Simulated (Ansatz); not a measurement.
# ClGaH4Si: taking an electron away

An exercise on one series of results from a longer session: the logs are not shown, and one member is left open.

Computed with Ansatz 0.2.0, Gaussian basis. Level: unrestricted cation, the program's frozen cores in correlated methods.

The runs, in order: UKS PBE-D4/def2-TZVPP; UKS r2SCAN-D4/def2-TZVPP; UKS PBE0-D4/def2-TZVPP; UKS B3LYP-D4/def2-TZVPP; UKS wB97X-V/def2-TZVPP; UKS wB97M-V/def2-TZVPP; UKS B2PLYP/def2-TZVPP; UHF-CCSD(T)/def2-TZVPP; UHF-CCSD(T)/def2-QZVPP; extrapolation to the limit; then −ε(HOMO) from the neutral's earlier runs with LDA (SPW92), PBE-D4, revPBE-D4, BLYP-D4, r2SCAN-D4, B97M-V, PBE0-D4, B3LYP-D4, r2SCANh-D4, r2SCAN0-D4, HSE06-D4, BHLYP-D4, CAM-B3LYP-D4, LC-ωPBE, ωB97X-V, ωB97M-V.

**The relaxed structure**

All runs share one geometry, relaxed beforehand with PBE0-D4 in a triple-zeta def2 set.

SMILES `[SiH3][GaH][Cl]`, 7 atoms, charge 0, spin multiplicity 1.

Atoms are counted from 1 here; the program's logs count them from 0.

Bond lengths: Si1–Ga2 2.404 Å, Si1–H4 1.487 Å, Si1–H5 1.487 Å, Si1–H6 1.487 Å, Ga2–Cl3 2.161 Å, Ga2–H7 1.564 Å. Angles: Ga2–Si1–H4 109.1°, Ga2–Si1–H5 109.1°, Ga2–Si1–H6 111.9°, H4–Si1–H5 108.8°, H4–Si1–H6 108.9°, H5–Si1–H6 108.9°, Si1–Ga2–Cl3 113.6°, Si1–Ga2–H7 133.0°, Cl3–Ga2–H7 113.3°.

Geometry (Å):

```
Si   -0.8871    0.5685   -0.3002
Ga    1.0025   -0.5995    0.6193
Cl    2.1811   -1.6420   -0.8617
H    -1.7756   -0.4069   -0.9865
H    -0.4076    1.5636   -1.2961
H    -1.6670    1.2750    0.7508
H     1.5537   -0.7588    2.0743
```

The first run:

Contents of in.yaml:

```yaml
crystal:
  periodic: [false, false, false]
  atoms:
    - {symbol: Si, position_ang: [-0.887078, 0.568545, -0.300161]}
    - {symbol: Ga, position_ang: [1.002510, -0.599505, 0.619254]}
    - {symbol: Cl, position_ang: [2.181114, -1.641956, -0.861660]}
    - {symbol: H, position_ang: [-1.775592, -0.406851, -0.986500]}
    - {symbol: H, position_ang: [-0.407623, 1.563639, -1.296089]}
    - {symbol: H, position_ang: [-1.667025, 1.274952, 0.750787]}
    - {symbol: H, position_ang: [1.553695, -0.758824, 2.074349]}
basis:
  gaussian: {orbitals: def2-TZVPP}
total_charge: 1
magnetization: {spin_polarized: true, initial_magnetization: 1}
hamiltonian: {xc: pbe, dispersion: d4}
```

Command:

```bash
$ ansatz run in.yaml --threads 2 --pin off --events-out ev --progress --plain --max-ram 32768MiB --backend cpu
```

Among the steps run: Cation, UKS PBE-D4/def2-TZVPP; Cation, UKS r2SCAN-D4/def2-TZVPP; Cation, UKS PBE0-D4/def2-TZVPP; Cation, UKS B3LYP-D4/def2-TZVPP; Cation, UKS wB97X-V/def2-TZVPP; Cation, UKS wB97M-V/def2-TZVPP; Cation, UKS B2PLYP (frozen core)/def2-TZVPP; Cation, UHF-CCSD(T)/def2-TZVPP; Cation, UHF-CCSD(T)/def2-QZVPP.

One of the session's tables, all rows but one given; the rest of the session is left out.

It belongs to the step «Ionisation energies side by side». For comparison, −ε(HOMO) of the neutral from earlier runs:

```
  functional  −ε(HOMO) (eV)
 LDA (SPW92)              ?
      PBE-D4           6.69
   revPBE-D4           6.65
     BLYP-D4           6.54
   r2SCAN-D4           6.97
      B97M-V           7.09
     PBE0-D4           7.84
    B3LYP-D4           7.63
  r2SCANh-D4           7.39
  r2SCAN0-D4           8.02
    HSE06-D4           7.45
    BHLYP-D4           8.86
CAM-B3LYP-D4           9.10
     LC-ωPBE          10.42
     ωB97X-V          10.08
     ωB97M-V           9.88
```

Q: Estimate the row for LDA (SPW92) from the others.

As computed: −ε(HOMO) (eV): 6.79. In the column «−ε(HOMO) (eV)» it lies between PBE-D4 (6.69) and r2SCAN-D4 (6.97).
